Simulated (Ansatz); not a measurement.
Debugging a short molecular-dynamics run of BH3OSSi, SMILES B1O[SiH2]S1 (Ansatz 0.2.0 through its Python package).

`md_bh3ossi.py`
```python
'''A short Born-Oppenheimer trajectory of BH3OSSi.'''

from dataclasses import dataclass
import logging
import sys

import ansatz as az
import numpy as np

logging.basicConfig(stream=sys.stdout, format='%(name)s: %(message)s')
logger = logging.getLogger('calc')
logger.setLevel(logging.INFO)


@dataclass(frozen=True)
class Options:
    basis: str = '6-31G'
    functional: str = 'pbe0'
    n_steps: int = 40
    temperature_k: int = 300


opts = Options()


def main() -> None:
    geometry_ang = [
        ('B', (-1.1697, -0.0383, -0.8291)),
        ('O', (0.256, 0.1326, -1.0838)),
        ('Si', (0.8486, -0.1031, 0.4577)),
        ('S', (-0.8728, -0.9483, 0.8209)),
        ('H', (-2.0697, 0.7857, -1.0791)),
        ('H', (1.0627, 1.184, 1.1847)),
        ('H', (2.006, -1.0806, 0.4831)),
    ]
    molecule = az.Crystal.molecule()
    for symbol, xyz in geometry_ang:
        molecule = molecule.atom(symbol, xyz)

    base = molecule.calculation().basis(gaussian=opts.basis).functional(opts.functional)
    symbols = [site.symbol for site in molecule.cartesian_sites]
    start = np.array([site.position_ang for site in molecule.cartesian_sites], dtype=float)
    rep = base.relax(force_tolerance=0.02, max_steps=30).run(threads=1, pin='off').report()
    end = np.array(rep['positions_ang'])
    minimum = az.Crystal.molecule()
    for symbol, place in zip(symbols, end):
        minimum = minimum.atom(symbol, place.tolist())

    # dynamics from the relaxed geometry
    base = (
        minimum.calculation()
        .basis(gaussian=opts.basis)
        .functional(opts.functional)
        .md('nvt_langevin', timestep=0.25, steps=opts.n_steps, temperature=opts.temperature_k, initial_velocities='maxwell_boltzmann', seed=39, friction=0.05)
    )
    frames = []
    done = base.session().plan().execute(on_event=lambda e: frames.append(e['data']) if e['event'] == 'md_step' else None)
    logger.info('t (fs)   E_pot (eV)      E_kin (eV)   T (K)   d(0-1) (A)')
    for f in frames[::1]:
        xyz = np.array(f['positions_ang'])
        logger.info(f'{f["time_fs"]:6.2f} {f["lagrangian_ev"]:14.5f} {f["e_kin_ev"]:10.5f} {f["temperature_k"]:8.1f} {np.linalg.norm(xyz[0] - xyz[1]):9.4f}')
    print('mean temperature', round(float(np.mean([f['temperature_k'] for f in frames])), 1), 'K')
    symbols = [site.symbol for site in molecule.cartesian_sites]
    with open('last_frame.xyz', 'w') as handle:
        handle.write(f'{len(symbols)}\nt = {frames[-1]["time_fs"]} fs\n')
        handle.writelines('{:2s} {:10.5f} {:10.5f} {:10.5f}\n'.format(s, *xyz) for s, xyz in zip(symbols, frames[-1]['positions_ang']))


if __name__ == '__main__':
    main()
```

```console
$ python md_bh3ossi.py
Traceback (most recent call last):
  File "md_bh3ossi.py", line 70, in <module>
    main()
    ~~~~^^
  File "md_bh3ossi.py", line 43, in main
    rep = base.relax(force_tolerance=0.02, max_steps=30).run(threads=1, pin='off').report()
TypeError: 'dict' object is not callable
$ echo $?
1
```

Why does it end like this?

The fault: report is a dict, not a method. The cap on steps that the faulty run carried goes too. The change:

```diff
--- before
+++ after
@@ -42,3 +42,3 @@
     start = np.array([site.position_ang for site in molecule.cartesian_sites], dtype=float)
-    rep = base.relax(force_tolerance=0.02, max_steps=30).run(threads=1, pin='off').report()
+    rep = base.relax(force_tolerance=0.02).run(threads=1, pin='off').report
     end = np.array(rep['positions_ang'])
```

With that change:

```console
$ python md_bh3ossi.py
calc: t (fs)   E_pot (eV)      E_kin (eV)   T (K)   d(0-1) (A)
calc:   0.00   -21473.76601    0.23267    257.1    1.3901
calc:   0.25   -21473.76544    0.24082    266.2    1.3901
calc:   0.50   -21473.76359    0.24380    269.4    1.3900
calc:   0.75   -21473.76031    0.23523    260.0    1.3898
calc:   1.00   -21473.75591    0.21489    237.5    1.3896
calc:   1.25   -21473.75082    0.21535    238.0    1.3894
calc:   1.50   -21473.74504    0.21092    233.1    1.3893
calc:   1.75   -21473.73828    0.20248    223.8    1.3892
calc:   2.00   -21473.73059    0.21734    240.2    1.3891
calc:   2.25   -21473.72293    0.22197    245.3    1.3891
calc:   2.50   -21473.71554    0.21288    235.3    1.3893
calc:   2.75   -21473.70894    0.21376    236.2    1.3895
calc:   3.00   -21473.70405    0.24278    268.3    1.3896
calc:   3.25   -21473.70021    0.24917    275.4    1.3897
calc:   3.50   -21473.69685    0.22577    249.5    1.3901
calc:   3.75   -21473.69441    0.22968    253.8    1.3905
calc:   4.00   -21473.69312    0.22924    253.4    1.3911
calc:   4.25   -21473.69178    0.22216    245.5    1.3919
calc:   4.50   -21473.69068    0.24102    266.4    1.3930
calc:   4.75   -21473.69099    0.26047    287.9    1.3942
calc:   5.00   -21473.69225    0.25231    278.8    1.3954
calc:   5.25   -21473.69390    0.27449    303.4    1.3966
calc:   5.50   -21473.69580    0.25467    281.5    1.3978
calc:   5.75   -21473.69743    0.26167    289.2    1.3985
calc:   6.00   -21473.69835    0.26825    296.5    1.3990
calc:   6.25   -21473.69847    0.28830    318.6    1.3991
calc:   6.50   -21473.69770    0.27662    305.7    1.3988
calc:   6.75   -21473.69578    0.28067    310.2    1.3985
calc:   7.00   -21473.69223    0.26743    295.6    1.3980
calc:   7.25   -21473.68671    0.26085    288.3    1.3976
calc:   7.50   -21473.67916    0.27018    298.6    1.3969
calc:   7.75   -21473.66991    0.29383    324.7    1.3958
calc:   8.00   -21473.65945    0.30614    338.3    1.3946
calc:   8.25   -21473.64852    0.25392    280.6    1.3932
calc:   8.50   -21473.63797    0.22481    248.5    1.3920
calc:   8.75   -21473.62784    0.22981    254.0    1.3910
calc:   9.00   -21473.61906    0.21328    235.7    1.3902
calc:   9.25   -21473.61318    0.18580    205.3    1.3893
calc:   9.50   -21473.61035    0.17192    190.0    1.3883
calc:   9.75   -21473.61043    0.19857    219.5    1.3873
calc:  10.00   -21473.61246    0.19007    210.1    1.3865
mean temperature 263.8 K
```

`last_frame.xyz`, as written:
```text
7
t = 10.0 fs
B    -1.16758    0.11032   -0.72438
O     0.13202    0.49218   -1.02016
Si    0.91489   -0.12122    0.55164
S    -1.14492   -0.73686    0.93793
H    -2.06992    0.26789   -1.38825
H     1.42770    1.10174    1.26665
H     1.82420   -1.27673    0.32626
```

What to keep in mind:
- Total energies depend on the basis set; only differences at equal settings carry meaning.
- The trajectory is only some femtoseconds long, so its temperature is not equilibrated; where the script doesn't relax first, it starts from a rough generated geometry.
- The printed temperature counts all 3N degrees of freedom under Langevin dynamics, so the first row lies under the target.
- Hardware and time: 90 s on 1 thread of Arm Neoverse V2, on a shared host, peak memory 0.22 GiB.
